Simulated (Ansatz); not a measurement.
# AlFGeH4: the cost of one run

Program: Ansatz 0.2.0 through its Python package. Level of theory: PBE0/def2-SVPD. These are calculated values, not measurements.

## 1. The structure

Bond lengths: F1–Al2 1.757 Å, Al2–Ge3 2.436 Å, Al2–H4 1.624 Å, Ge3–H5 1.541 Å, Ge3–H6 1.557 Å, Ge3–H7 1.610 Å. Angles: F1–Al2–Ge3 119.4°, F1–Al2–H4 118.1°, Ge3–Al2–H4 114.8°, Al2–Ge3–H5 110.3°, Al2–Ge3–H6 110.4°, Al2–Ge3–H7 108.7°, H5–Ge3–H6 110.9°, H5–Ge3–H7 108.7°, H6–Ge3–H7 107.7°.

No structure file is read: the coordinates are typed or built in the script.

## 2. The script

Input file tae_alfgeh4.py:

```python
"""Atomisation energy of AlFGeH4 at the given geometry."""

from collections import Counter

import ansatz as az


def energy(molecule, charge=0, unpaired=0):
    calc = (
        molecule.calculation()
        .basis(gaussian="def2-SVPD")
        .functional("pbe0")
    )
    if charge:
        calc = calc.charge(charge)
    if unpaired:
        calc = calc.spin("collinear", total=unpaired)
    report = calc.run().report
    if report["published_state_doubts"]:
        print("  doubts:", report["published_state_doubts"])
    return report["free_energy_ev"]

mol = (
    az.Crystal.molecule()
    .atom("F", (-2.1688, -1.5141, 0.6273))
    .atom("Al", (-0.4579, -1.2988, 0.291))
    .atom("Ge", (0.4185, 0.9466, -0.0612))
    .atom("H", (0.3136, -2.4684, -0.53))
    .atom("H", (0.0242, 1.4615, -1.4594))
    .atom("H", (-0.0935, 1.9089, 1.0501))
    .atom("H", (2.0252, 0.8962, 0.0366))
)

# unpaired electrons of the ground-state atoms
unpaired = {"F": 1, "Al": 1, "Ge": 2, "H": 1}
counts = Counter(site.symbol for site in mol.cartesian_sites)
atom_energy = {s: energy(az.Crystal.molecule().atom(s, (0, 0, 0)), 0, unpaired[s]) for s in counts}
whole = energy(mol, 0, 0)
for s, e in atom_energy.items():
    print(f"{s:2s} x{counts[s]}  {e:14.5f} eV")
print(f"AlFGeH4: {whole:.5f} eV")
split = sum(counts[s] * e for s, e in atom_energy.items()) - whole
print(f"atomisation energy (no zero-point term): {23.060548 * split:.1f} kcal/mol, {split / sum(counts.values()):.3f} eV an atom")
```

## 3. Running it

The run is started by

```bash
> python tae_alfgeh4.py
```

What time and memory should one allow on 1 thread of Arm Neoverse V2, shared host?

About 4 s, with a peak of 0.31 GiB.
